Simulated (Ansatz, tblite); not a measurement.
# The cluster Cd₉O₈+: one state, many levels

One table from this session's results is given with a row withheld; the runs are named, their logs left out.

Computed with Ansatz 0.2.0, Gaussian basis. Level: as each input shows.

Plan: GFN1-xTB, GFN2-xTB, PBE-D4/def2-TZVP, r2SCAN-D4/def2-TZVP, LC-ωPBE/def2-TZVP, PBE-D4/def2-SVP, PBE0-D4/def2-SVP, MP2/def2-SVP, RPA/def2-SVP.

2 further runs of the same task are left out: 2 set aside as unsound or not needed.

### The relaxed structure

The geometry is that of the doublet, from an earlier relaxation (PBE-D4/def2-SVP). At that level it is the lowest of the isomers that a small search found.

17 atoms, charge 1, spin multiplicity 2.

Bond lengths: Cd1–Cd2 2.925 Å, Cd1–Cd8 3.138 Å, Cd2–Cd7 2.765 Å, Cd2–O11 2.355 Å, Cd2–O17 2.463 Å, Cd3–Cd8 3.128 Å, Cd4–O11 2.282 Å, Cd4–O13 2.083 Å, Cd4–O16 2.248 Å, Cd5–Cd8 2.798 Å, Cd5–O10 2.416 Å, Cd5–O14 2.472 Å, Cd6–Cd9 2.728 Å, Cd6–O13 2.232 Å, Cd7–O10 2.469 Å, Cd7–O13 2.200 Å, Cd8–O12 2.509 Å, Cd8–O17 2.457 Å and more. Angles: Cd2–Cd1–Cd8 78.4°, Cd1–Cd2–Cd7 121.5°, Cd1–Cd2–O11 134.7°, Cd1–Cd2–O17 89.5°, Cd7–Cd2–O11 100.7°, Cd7–Cd2–O17 71.2°, O11–Cd2–O17 89.3°, O11–Cd4–O13 134.5°, O11–Cd4–O16 60.8°, O13–Cd4–O16 139.5°, Cd8–Cd5–O10 77.0°, Cd8–Cd5–O14 73.9°, O10–Cd5–O14 82.1°, Cd9–Cd6–O13 110.3°, Cd2–Cd7–O10 74.2°, Cd2–Cd7–O13 110.1°, O10–Cd7–O13 87.9°, Cd1–Cd8–Cd3 87.9° and more.

Coordinates:

```xyz
17
Cd9O8
Cd    3.72164    0.98520    1.53065
Cd    0.93155    1.83270    1.30682
Cd    0.68739   -1.90641    2.69542
Cd   -2.39844    1.45348    0.56954
Cd    2.40600   -0.70056   -2.55805
Cd   -1.92587    0.26588   -2.27515
Cd   -0.06785    2.90991   -1.03494
Cd    2.42042   -1.49972    0.12306
Cd   -1.35491   -1.61453   -0.38283
O     0.61566    0.60393   -1.59397
O    -1.06769    1.26357    2.41374
O     0.64008   -2.77348   -1.10332
O    -2.15360    2.27478   -1.32846
O     0.72984   -2.50829   -2.37461
O    -1.47511   -0.06091    2.70480
O    -2.23741   -0.53476    1.60583
O     0.52830    0.00921   -0.29852
```

Cd takes a core potential in the def2 sets. No spin-orbit coupling is included. The ion is computed in the gas phase, without counter-ions or solvent.

PBE0-D4/def2-TZVP was run before; its log isn't repeated, and its numbers join the tables.

The first run:

Tight binding, by tblite at 300 K electronic temperature and without a spin-polarisation term:

```python
tblite.interface.Calculator('GFN1-xTB', numbers, positions, charge=1, uhf=1).singlepoint()
```

Tight binding, by tblite at 300 K electronic temperature and without a spin-polarisation term:

```python
tblite.interface.Calculator('GFN2-xTB', numbers, positions, charge=1, uhf=1).singlepoint()
```

start.molden holds the orbitals of an earlier run on this state, given as this run's starting guess.

in.yaml

```yaml
crystal:
  periodic: [false, false, false]
  atoms:
    - {symbol: Cd, position_ang: [3.721640, 0.985200, 1.530646]}
    - {symbol: Cd, position_ang: [0.931546, 1.832698, 1.306817]}
    - {symbol: Cd, position_ang: [0.687393, -1.906406, 2.695415]}
    - {symbol: Cd, position_ang: [-2.398442, 1.453475, 0.569538]}
    - {symbol: Cd, position_ang: [2.406004, -0.700562, -2.558050]}
    - {symbol: Cd, position_ang: [-1.925869, 0.265879, -2.275150]}
    - {symbol: Cd, position_ang: [-0.067845, 2.909914, -1.034940]}
    - {symbol: Cd, position_ang: [2.420415, -1.499718, 0.123057]}
    - {symbol: Cd, position_ang: [-1.354909, -1.614531, -0.382831]}
    - {symbol: O, position_ang: [0.615658, 0.603931, -1.593971]}
    - {symbol: O, position_ang: [-1.067689, 1.263572, 2.413744]}
    - {symbol: O, position_ang: [0.640076, -2.773478, -1.103325]}
    - {symbol: O, position_ang: [-2.153596, 2.274783, -1.328464]}
    - {symbol: O, position_ang: [0.729838, -2.508294, -2.374609]}
    - {symbol: O, position_ang: [-1.475112, -0.060905, 2.704798]}
    - {symbol: O, position_ang: [-2.237414, -0.534761, 1.605831]}
    - {symbol: O, position_ang: [0.528304, 0.009214, -0.298519]}
basis:
  gaussian: {orbitals: def2-TZVP, fitting: {mean_field: def2-universal-jkfit}, initial_orbitals: start.molden}
total_charge: 1
magnetization: {spin_polarized: true, initial_magnetization: 1}
hamiltonian: {xc: pbe, dispersion: d4}
scf: {omitted_lower_state_checks: [starts]}
output: {forces: true, orbitals: {seedname: orbitals}}
```

On the command line:

```
ansatz run in.yaml --threads 2 --pin off --events-out ev --progress --plain --max-ram 32768MiB --backend cuda --devices 0, --max-vram 18GiB
```

Among the steps run: PBE-D4/def2-TZVP; r2SCAN-D4/def2-TZVP; LC-ωPBE/def2-TZVP; PBE-D4/def2-SVP; PBE0-D4/def2-SVP; MP2/def2-SVP; RPA/def2-SVP.

One table of the session follows, with a row left open; its other results are not shown here.

It belongs to the step «Levels side by side». 

```
              level  HOMO (eV)  LUMO (eV)  gap (eV)
    PBE-D4/def2-SVP      -8.07      -7.41      0.65
   PBE-D4/def2-TZVP      -8.09      -7.43      0.66
r2SCAN-D4/def2-TZVP          ?          ?         ?
   PBE0-D4/def2-SVP      -8.81      -6.60      2.21
  PBE0-D4/def2-TZVP      -8.81      -6.60      2.21
  LC-ωPBE/def2-TZVP     -10.54      -4.99      5.56
```

Q: Estimate the row for r2SCAN-D4/def2-TZVP from the others.

**Answer.** HOMO (eV): -8.18; LUMO (eV): -7.22; gap (eV): 0.96. In the column «HOMO (eV)» it lies between PBE0-D4/def2-TZVP (-8.81) and PBE-D4/def2-TZVP (-8.09).
